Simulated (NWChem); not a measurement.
**BN2H5 (SMILES NBN): M06-2X/def2-TZVP (density fitting with weigend coulomb fitting)**

Aim: the electronic atomisation energy of BN2H5 at M06-2X/def2-TZVP (density fitting with weigend coulomb fitting), from 4 runs. 

Program for the calculation: NWChem 7.3.0.

## 1. Starting point

BN2H5: 8 atoms, total charge 0, spin state singlet. SMILES: `NBN`. Geometry: relaxed at PBE0-D4/def2-TZVP.

Bond lengths: N1–B2 1.409 Å, B2–N3 1.409 Å, N1–H4 1.005 Å, N1–H5 1.002 Å, B2–H6 1.200 Å, N3–H7 1.003 Å, N3–H8 1.005 Å. Angles: N1–B2–N3 122.9°, N1–B2–H6 118.5°, N3–B2–H6 118.5°, B2–N1–H4 124.5°, B2–N1–H5 121.9°, B2–N3–H7 121.9°, B2–N3–H8 124.5°, H4–N1–H5 113.6°, H7–N3–H8 113.6°.

## 2. The energy at M06-2X/def2-TZVP (density fitting with weigend coulomb fitting) (run 1)

mol.nw

```
start mol
memory stack 880 mb heap 220 mb global 1100 mb
charge 0
geometry units angstrom noautosym nocenter noautoz
N    -0.971000    0.516500   -0.581100
B     0.194200    0.386600    0.200500
N     0.848200   -0.845200    0.401400
H    -1.426800   -0.244500   -1.053400
H    -1.423900    1.400900   -0.713700
H     0.649700    1.368600    0.718000
H     1.676700   -0.919800    0.960900
H     0.545000   -1.720300    0.011600
end
basis "ao basis" spherical bse
N library def2-TZVP
B library def2-TZVP
H library def2-TZVP
end
basis "cd basis" spherical
N library "weigend coulomb fitting"
B library "weigend coulomb fitting"
H library "weigend coulomb fitting"
end
dft
xc m06-2x
grid fine
convergence energy 1e-08
iterations 100
mulliken
noprint "final vectors analysis"
end
task dft energy
```

Command:

```console
$ nwchem mol.nw > mol.out
```

The log of the run:

```text
[...]
          Wavefunction type:  closed shell.
          No. of atoms     :     8
          No. of electrons :    24
[...]
          Charge           :     0
          Spin multiplicity:     1
[...]
          AO basis - number of functions:   123
[...]
              XC Information
              --------------
                       M06-2X Method XC Functional
                     Hartree-Fock (Exact) Exchange  0.540
                        M06-2X Exchange Functional  1.000
                      M06-2X Correlation Potential  1.000
[...]
 d= 0,ls=0.0,diis     1   -137.3891834881 -2.06D+02  4.41D-03  4.41D-01     3.0
[...]
 d= 0,ls=0.0,diis     8   -137.4417356390 -1.17D-09  3.01D-07  5.90D-09    18.8
         Total DFT energy =     -137.441735639026
      One electron energy =     -321.409394010409
           Coulomb energy =      134.892783536274
    Exchange-Corr. energy =      -19.777724967911
 Nuclear repulsion energy =       68.852599803019
[...]
      Total Density - Mulliken Population Analysis
     ---------------------------------------------
    Atom       Charge   Shell Charges
 -----------   ------   -------------------------------------------------------
    1 N    7     7.58   0.82  1.16  0.54  0.71  0.20  1.59  1.66  0.89  0.00  0.01  0.00
    2 B    5     4.77   0.91  1.06  0.51  0.33  0.04  1.04  0.61  0.09  0.07  0.09  0.02
    3 N    7     7.58   0.82  1.16  0.54  0.71  0.20  1.59  1.66  0.89  0.00  0.01  0.00
    4 H    1     0.77   0.27  0.40  0.06  0.04
    5 H    1     0.75   0.27  0.39  0.05  0.04
    6 H    1     1.02   0.27  0.50  0.24  0.01
    7 H    1     0.75   0.27  0.39  0.05  0.04
    8 H    1     0.77   0.27  0.40  0.06  0.04
[...]
```

It took 20 s on 1 thread of AMD EPYC 9R14 (Zen 4), shared host; peak memory 0.14 GiB.

## 3. The B atom at the same level (run 2)

b.nw

```
start b
title "B"
memory stack 880 mb heap 220 mb global 1100 mb

geometry noautosym nocenter noautoz
   B      0.000000     0.000000     0.000000
end

basis spherical bse
   * library def2-TZVP
end

basis "cd basis" spherical
   * library "weigend coulomb fitting"
end

dft
   xc m06-2x
   mult 2
   grid fine
   convergence energy 1e-08
   maxiter 100
   mulliken
   noprint "final vectors analysis"
end

task dft energy
```

Run the same way, it converges to -24.64984 Eh (log not shown).

Run 3 isn't shown in full; the table further down has it.

## 4. The N atom, same level (run 4)

calc.nw

```
start calc
memory total 2200 mb
charge 0
geometry units angstroms noautosym nocenter noautoz
  N        0.000000       0.000000       0.000000
end
basis spherical bse
  * library def2-TZVP
end
basis "cd basis" spherical
  * library "weigend coulomb fitting"
end
dft
  xc m06-2x
  mult 4
  grid fine
  convergence energy 1e-08
  maxiter 100
  mulliken
  print low
end
task dft energy
```

Run the same way, it converges to -54.58711 Eh (log not shown).

## 5. All runs side by side

```
run                                                             level  partner  energy (Eh)  wall time
  1   M06-2X/def2-TZVP (density fitting with weigend coulomb fitting)     base  -137.441736       20 s
  2  UM06-2X/def2-TZVP (density fitting with weigend coulomb fitting)    atoms   -24.649837      1.2 s
  3  UM06-2X/def2-TZVP (density fitting with weigend coulomb fitting)    atoms    -0.498141     0.74 s
  4  UM06-2X/def2-TZVP (density fitting with weigend coulomb fitting)    atoms   -54.587115      1.2 s
```

## 6. What came out

At M06-2X/def2-TZVP (density fitting with weigend coulomb fitting):

| quantity | value |
| --- | --- |
| N atom: total energy | -54.58711 Eh |
| N atom: ⟨S²⟩ | 3.754 |
| electronic atomisation energy | 30.666 eV |

**Reading.** Taking the molecule apart into free atoms costs 30.67 eV (2959 kJ/mol), before zero-point energy and without spin-orbit coupling. All runs together took 23 s, the longest 20 s.
